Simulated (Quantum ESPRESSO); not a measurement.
Crystal: KTaO3.

```xyz
5
Lattice="3.9883 0.0000 0.0000 0.0000 3.9883 0.0000 0.0000 0.0000 3.9883" Properties=species:S:1:pos:R:3 pbc="T T T"
Ta    0.0000    0.0000    0.0000
K     1.9942    1.9942    1.9942
O     0.0000    0.0000    1.9942
O     0.0000    1.9942    0.0000
O     1.9942    0.0000    0.0000
```

Base run:

| Quantity | Value |
| --- | --- |
| Program | Quantum ESPRESSO 7.5 |
| Functional | PBEsol |
| Potentials or basis | GBRV 1.5 PBEsol |
| Cutoff | 762 eV |
| Density cutoff | 6095 eV |
| k mesh | 4 × 4 × 4 |
| Occupations | fermi-dirac, width 0.05 eV |
| Spin | no spin polarisation |

Its results: band gap on the k mesh 2.11 eV, indirect (least direct gap 2.74 eV); pressure -0.1 GPa.

**Question.** The run is repeated on the same cell with these changes: k mesh from 4 × 4 × 4 to 7 × 7 × 7. What comes out?

**Answer.** Band gap on the k mesh 2.19 eV, indirect (least direct gap 2.76 eV); pressure -0.1 GPa.

Caveats: spin-orbit coupling is left out, which moves the levels of the heavy elements; the Wannier minimisation didn't converge (some runs); some levels on the path didn't converge (some runs).

Not every run made on this cell is shown here.
